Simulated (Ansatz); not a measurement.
# CH4N2Si: the cost of one run

All numbers below are computed with Ansatz 0.2.0 (RKS PBE-D4/def2-SVP).

## 1. Starting point

Bond lengths: N1–Si2 1.635 Å, Si2–C3 1.751 Å, Si2–N4 1.801 Å, C3–N4 1.280 Å, N1–H5 1.051 Å, N1–H6 1.032 Å, Si2–H7 1.507 Å, C3–H8 1.067 Å. Angles: N1–Si2–C3 119.2°, N1–Si2–N4 92.8°, N1–Si2–H7 107.3°, C3–Si2–N4 42.2°, C3–Si2–H7 118.8°, N4–Si2–H7 102.6°, Si2–N1–H5 106.0°, Si2–N1–H6 110.8°, H5–N1–H6 100.7°, Si2–C3–N4 71.0°, Si2–C3–H8 152.1°, N4–C3–H8 135.7°, Si2–N4–C3 66.8°.

As a file:

```xyz
8

N    -0.6297    1.3244    0.0250
Si    0.2642    0.1215    0.6787
C    -0.0472   -1.5324    0.1965
N     0.2410   -0.8427   -0.8420
H    -1.2076    0.8779   -0.7313
H    -0.0379    1.9579   -0.5342
H     1.6905    0.6048    0.7388
H    -0.1813   -2.5685    0.4127
```

## 2. End point A

The input, input.yaml:

```yaml
crystal:
  periodic: [false, false, false]
  atoms:
    - { symbol: "N", position_ang: [-0.6297, 1.3244, 0.025] }
    - { symbol: Si, position_ang: [0.2642, 0.1215, 0.6787] }
    - { symbol: C, position_ang: [-0.0472, -1.5324, 0.1965] }
    - { symbol: "N", position_ang: [0.241, -0.8427, -0.842] }
    - { symbol: H, position_ang: [-1.2076, 0.8779, -0.7313] }
    - { symbol: H, position_ang: [-0.0379, 1.9579, -0.5342] }
    - { symbol: H, position_ang: [1.6905, 0.6048, 0.7388] }
    - { symbol: H, position_ang: [-0.1813, -2.5685, 0.4127] }
basis:
  gaussian: { orbitals: def2-SVP }
hamiltonian:
  xc: pbe
  dispersion: d4
relax:
  f_tol: 0.015
  max_steps: 40
```

Run with:

```
$ ansatz run input.yaml --threads 1 --pin off --max-ram 2048MiB --backend cpu --events-out ev --progress --plain --runs-dir out
```

**Question.** How long does this run take on 1 thread of an Arm CPU, shared host, and how much memory does it need?

About 19 s, with a peak of 0.12 GiB.
